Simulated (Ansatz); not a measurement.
# CH9NSi (built from SMILES C.N[SiH3]): a reaction path by the nudged elastic band

What path joins these two structures, and how high does it climb? Both ends were relaxed at PBE0-D4 in triple zeta.

Method: PBE0-D4/def2-SVP; program: Ansatz 0.2.0, Gaussian basis.

22 further runs of the same task are left out: 22 set aside as unsound or not needed.

**1. The system as given**

The first end: 12 atoms, charge 0, spin multiplicity 1.

Atoms are counted from 1 here; the program's logs count them from 0.

Bond lengths: Si1–H2 1.494 Å, Si1–H3 1.485 Å, Si1–H4 1.485 Å, Si1–N5 1.720 Å, N5–H8 1.007 Å, N5–H9 1.007 Å, H6–C7 1.090 Å, C7–H10 1.090 Å, C7–H11 1.090 Å, C7–H12 1.090 Å. Angles: H2–Si1–H3 107.3°, H2–Si1–H4 107.3°, H2–Si1–N5 115.8°, H3–Si1–H4 110.6°, H3–Si1–N5 107.9°, H4–Si1–N5 107.9°, Si1–N5–H8 119.8°, Si1–N5–H9 119.8°, H8–N5–H9 110.7°, H6–C7–H10 109.4°, H6–C7–H11 109.4°, H6–C7–H12 109.6°, H10–C7–H11 109.6°, H10–C7–H12 109.4°, H11–C7–H12 109.4°.

As a file:

```xyz
12
CH9NSi
Si    0.6773    0.2366   -0.9785
H     1.0171   -1.1281   -0.4738
H    -0.7639    0.2283   -1.3385
H     0.9348    1.1940    0.1277
N     1.5619    0.7688   -2.3541
H    -0.7392   -1.1751    1.6135
C    -1.4691   -0.5327    2.1063
H     1.3835    0.3543   -3.2546
H     2.5352    1.0104   -2.2601
H    -1.1014   -0.2591    3.0949
H    -2.4140   -1.0667    2.2031
H    -1.6221    0.3693    1.5142
```

The second end:

```xyz
12
charge 0, multiplicity 1
Si    0.39982    0.11461   -0.42715
H     0.45917   -2.86623    1.18621
H     0.13032   -1.23319   -1.00111
H     1.69325    0.09700    0.30962
N     0.59481    1.19181   -1.75472
H     0.50853   -2.95146    1.92607
C    -0.96720    0.52410    0.78284
H    -0.06964    1.20119   -2.51085
H     1.00605    2.10101   -1.62236
H    -1.00704   -0.22072    1.58306
H    -1.94141    0.53857    0.28706
H    -0.80665    1.50340    1.24142
```

**2. The band at PBE0-D4/def2-SVP**

Contents of neb/in.yaml:

```yaml
crystal:
  periodic: [false, false, false]
  atoms:
    - {symbol: Si, position_ang: [0.677288, 0.236624, -0.978491]}
    - {symbol: H, position_ang: [1.017091, -1.128094, -0.473772]}
    - {symbol: H, position_ang: [-0.763902, 0.228329, -1.338495]}
    - {symbol: H, position_ang: [0.934794, 1.193953, 0.127700]}
    - {symbol: N, position_ang: [1.561863, 0.768804, -2.354085]}
    - {symbol: H, position_ang: [-0.739208, -1.175092, 1.613484]}
    - {symbol: C, position_ang: [-1.469109, -0.532696, 2.106301]}
    - {symbol: H, position_ang: [1.383491, 0.354306, -3.254581]}
    - {symbol: H, position_ang: [2.535176, 1.010427, -2.260103]}
    - {symbol: H, position_ang: [-1.101411, -0.259071, 3.094851]}
    - {symbol: H, position_ang: [-2.414022, -1.066735, 2.203134]}
    - {symbol: H, position_ang: [-1.622051, 0.369345, 1.514158]}
basis:
  gaussian: {orbitals: def2-SVP}
hamiltonian: {xc: pbe0, dispersion: d4}
neb:
  images: 5
  climbing: true
  max_iterations: 40
  initial_path: idpp
  final_atoms:
    - {symbol: Si, position_ang: [0.399822, 0.114608, -0.427152]}
    - {symbol: H, position_ang: [0.459173, -2.866227, 1.186210]}
    - {symbol: H, position_ang: [0.130317, -1.233194, -1.001106]}
    - {symbol: H, position_ang: [1.693251, 0.097001, 0.309625]}
    - {symbol: N, position_ang: [0.594810, 1.191809, -1.754718]}
    - {symbol: H, position_ang: [0.508532, -2.951456, 1.926069]}
    - {symbol: C, position_ang: [-0.967196, 0.524104, 0.782841]}
    - {symbol: H, position_ang: [-0.069643, 1.201188, -2.510854]}
    - {symbol: H, position_ang: [1.006047, 2.101014, -1.622361]}
    - {symbol: H, position_ang: [-1.007045, -0.220716, 1.583057]}
    - {symbol: H, position_ang: [-1.941414, 0.538572, 0.287064]}
    - {symbol: H, position_ang: [-0.806653, 1.503397, 1.241423]}
```

Started as:

```
> ansatz run in.yaml --threads 4 --pin off --events-out ev --progress --plain --max-ram 9574MiB
```

**Question.** What will these runs give? Wanted: from earlier runs: barrier over the separately found saddle, CCSD(T)/def2-TZVPP.

**Answer**, as computed:

```
                                                                       quantity                                                    value
                                                PBE0-D4/def2-SVP, 20 iterations  highest 66.7 kcal/mol (image 3), last end +7.5 kcal/mol
from earlier runs: barrier over the separately found saddle, CCSD(T)/def2-TZVPP                                            74.0 kcal/mol
```

What this shows: The highest image lies 66.7 kcal/mol above the first end, and it climbed, so it estimates the saddle. The ends are not quite minima at this level (largest force component 0.54 eV/Å), so the heights are unreliable: relaxing the first end would lower it and raise the barrier above it. The highest image is 7.3 kcal/mol below the CCSD(T) barrier in triple zeta, which comes from separate runs on the saddle.
